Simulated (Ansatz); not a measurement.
Rb₂CuSbF₆, space group Fm-3m, a single point

With the Python package of Ansatz (0.2.0).

Typed at the interpreter:
```pycon
>>> from dataclasses import dataclass
>>> from pathlib import Path
>>> import warnings
>>> import ansatz as az
>>> import numpy as np
>>> @dataclass(frozen=True)
... class Settings:
...     cutoff: int = 380
...     vdw: str = "d3bj"
...     kspacing: float = 0.52
...     tolerance: float = 1e-08
...     beta: float = 0.3
...     smearing: str = "fixed"
...
>>> cfg = Settings()
>>> warnings.simplefilter("ignore", az.DeckWarning)
>>> rb2cusbf6 = (
...     az.Lattice.of((0.0, 4.473768, 4.473768), (4.473768, 0.0, 4.473768), (4.473768, 4.473768, 0.0))
...     .atom("Rb", (0.75, 0.75, 0.75))
...     .atom("Rb", (0.25, 0.25, 0.25))
...     .atom("Cu", (0.5, 0.5, 0.5))
...     .atom("Sb", (0.0, 0.0, 0.0))
...     .atom("F", (0.751522, 0.248478, 0.248478))
...     .atom("F", (0.248478, 0.248478, 0.751522))
...     .atom("F", (0.248478, 0.751522, 0.751522))
...     .atom("F", (0.248478, 0.751522, 0.248478))
...     .atom("F", (0.751522, 0.248478, 0.751522))
...     .atom("F", (0.751522, 0.751522, 0.248478))
... )
>>> rb2cusbf6.resolved().tree()["lattice"]
((0.0, 4.473768, 4.473768), (4.473768, 0.0, 4.473768), (4.473768, 4.473768, 0.0))
>>> setup = (
...     rb2cusbf6.calculation()
...     .basis(cfg.cutoff)
...     .functional(az.Functional.PBESOL, dispersion=cfg.vdw)
...     .kpoints(spacing=cfg.kspacing)
...     .scf(tolerance=cfg.tolerance)
...     .mixing("anderson", beta=cfg.beta)
...     .occupations(cfg.smearing)
...     .compute(potential=True, band_table=True, populations=True)
... )
>>> def show(event):
...     row = event["data"]
...     if event["event"] == "scf_iter" and row.get("harris_foulkes_ev") is not None:
...         print(f"  iteration {row['iter']:3d}  Harris-Foulkes {row['harris_foulkes_ev']:.5f} eV  residual {row['dr2_ev']:.2e}")
...
>>> result = setup.session().plan().execute(on_event=show)
  iteration   1  Harris-Foulkes -24239.70763 eV  residual 2.87e-01
  iteration   2  Harris-Foulkes -24239.63777 eV  residual 2.89e-02
  iteration   3  Harris-Foulkes -24239.63058 eV  residual 3.82e-03
  iteration   4  Harris-Foulkes -24239.63037 eV  residual 1.79e-03
  iteration   5  Harris-Foulkes -24239.63047 eV  residual 2.72e-04
  iteration   6  Harris-Foulkes -24239.63047 eV  residual 5.22e-05
  iteration   7  Harris-Foulkes -24239.63045 eV  residual 7.08e-06
  iteration   8  Harris-Foulkes -24239.63061 eV  residual 1.70e-06
  iteration   9  Harris-Foulkes -24239.63061 eV  residual 5.13e-07
  iteration  10  Harris-Foulkes -24239.63061 eV  residual 6.67e-08
  iteration  11  Harris-Foulkes -24239.63061 eV  residual 1.08e-08
  iteration  12  Harris-Foulkes -24239.63061 eV  residual 3.14e-09
>>> rep = result.report
>>> rep["mixing_algorithm"], rep["preconditioner"], rep["eigensolver"]
('Anderson', 'Resta', 'band_cg')
>>> print(f"free energy      {rep['free_energy_ev']:.5f} eV")
free energy      -24239.63061 eV
>>> print(f"per atom         {rep['free_energy_ev'] / len(result.lattice.sites):.5f} eV")
per atom         -2423.96306 eV
>>> print(f"SCF iterations   {rep['n_iterations']}  (converged: {rep['converged']})")
SCF iterations   12  (converged: True)
>>> v = result.potential()
>>> line = v.v_es_ev.mean(axis=(0, 1))
>>> print("planar mean of the electrostatic potential along the third grid axis (eV):")
planar mean of the electrostatic potential along the third grid axis (eV):
>>> np.round(line[:: max(len(line) // 12, 1)], 3)
array([ 4.809,  4.791,  3.337, -1.208, -2.154,  2.341,  6.007,  5.831,
        5.831,  6.007,  2.341, -2.154, -1.208,  3.337,  4.791])
>>> lines = ["| quantity | value |", "|---|---|"]
>>> lines.append(f"| free energy per atom | {rep['free_energy_ev'] / len(result.lattice.sites):.4f} eV |")
>>> lines.append(f"| Fermi level | {rep['fermi_energy_ev']:.3f} eV |")
>>> lines.append(f"| volume per atom | {rep['setup']['cell_volume_ang3'] / len(result.lattice.sites):.3f} A^3 |")
>>> lines.append(f"| valence electrons | {rep['n_electrons']:g} |")
>>> Path("summary.md").write_text("\n".join(lines) + "\n")
159
>>> table = np.array(rep["eigenvalues_ev"]) - rep["fermi_energy_ev"]
>>> filling = np.array(rep["occupations"])
>>> weights = np.tile(rep["kweights"], len(table) // len(rep["kweights"]))
>>> print("band   lowest  highest (eV from E_F)  electrons")
band   lowest  highest (eV from E_F)  electrons
>>> for band in range(table.shape[1]):
...     if table[:, band].max() > -10:
...         print(f"{band + 1:4d} {table[:, band].min():8.3f} {table[:, band].max():8.3f} {weights @ filling[:, band]:18.4f}")
...
  25   -7.572   -7.174             2.0000
  26   -7.174   -7.055             2.0000
  27   -7.174   -7.034             2.0000
  28   -6.225   -5.802             2.0000
  29   -5.931   -5.802             2.0000
  30   -5.864   -5.662             2.0000
  31   -5.781   -5.531             2.0000
  32   -5.662   -5.481             2.0000
  33   -5.535   -5.100             2.0000
  34   -5.299   -5.100             2.0000
  35   -5.288   -5.100             2.0000
  36   -5.235   -4.991             2.0000
  37   -5.168   -4.991             2.0000
  38   -5.089   -4.991             2.0000
  39   -5.055   -4.706             2.0000
  40   -5.025   -4.706             2.0000
  41   -4.831   -4.706             2.0000
  42   -3.672   -2.686             2.0000
  43   -0.599   -0.586             2.0000
  44   -0.593   -0.571             2.0000
  45   -0.593   -0.566             2.0000
  46   -0.261   -0.096             2.0000
  47   -0.261    0.000             2.0000
  48    1.286    1.974             0.0000
  49    1.974    2.597             0.0000
  50    1.974    2.806             0.0000
  51    2.708    4.093             0.0000
  52    4.611    5.237             0.0000
  53    4.717    5.539             0.0000
  54    5.272    5.949             0.0000
  55    6.063    6.792             0.0000
  56    6.185    6.792             0.0000
  57    6.403    6.846             0.0000
>>> print("electrons counted from the table:", round(float(weights @ filling.sum(axis=1)), 5))
electrons counted from the table: 94.0
>>> files = Path(result.write_results("tables"))
>>> print((files / "populations.tsv").read_text())
# site	symbol	l	j	q
# orbitals = lowdin
# n_electrons = 94.000000
# spilling = 0.003658
0	Rb	0_4S	-	1.975949
0	Rb	0_5S	-	0.234460
0	Rb	1_4P	-	5.976111
1	Rb	0_4S	-	1.975949
1	Rb	0_5S	-	0.234460
1	Rb	1_4P	-	5.976111
2	Cu	0_3S	-	1.997929
2	Cu	0_4S	-	0.349735
2	Cu	1_3P	-	5.999120
2	Cu	2_3D	-	9.880947
3	Sb	0_5S	-	1.877946
3	Sb	1_5P	-	1.525871
3	Sb	2_4D	-	9.999261
4	F	0_2S	-	1.932713
4	F	1_2P	-	5.676002
5	F	0_2S	-	1.932713
5	F	1_2P	-	5.676002
6	F	0_2S	-	1.932713
6	F	1_2P	-	5.676002
7	F	0_2S	-	1.932713
7	F	1_2P	-	5.676002
8	F	0_2S	-	1.932713
8	F	1_2P	-	5.676002
9	F	0_2S	-	1.932713
9	F	1_2P	-	5.676002
>>> problems = list(rep["published_state_doubts"])
>>> if not rep["converged"] or rep.get("closed_by") != "deck_thresholds":
...     problems.append("loop closed by " + str(rep.get("closed_by")))
...
>>> print("accepted" if not problems else f"check before use: {problems}")
accepted
```

File `summary.md` afterwards:
```text
| quantity | value |
|---|---|
| free energy per atom | -2423.9631 eV |
| Fermi level | 6.584 eV |
| volume per atom | 17.908 A^3 |
| valence electrons | 94 |
```

Reading the output:
- The settings weren't tested for convergence.
- The cutoff lies under the one recommended for these potentials.
- Spin is left out of this run.
- The Fermi level of a run with fixed occupations marks the highest occupied state on its mesh, not mid-gap.
- Without a Hubbard U or exact exchange, semilocal functionals often make such 3d compounds metallic or too weakly gapped.
- The structure comes from a database of computed cells and needn't be a stable or known phase.
- Gaps and levels are Kohn-Sham values on a finite set of k-points, without spin-orbit coupling.
- The script silences the warnings on its input, which a real study should read.
- The whole script took 4.1 s on 1 thread of Arm Neoverse V1 (shared host), peak memory 0.46 GiB.
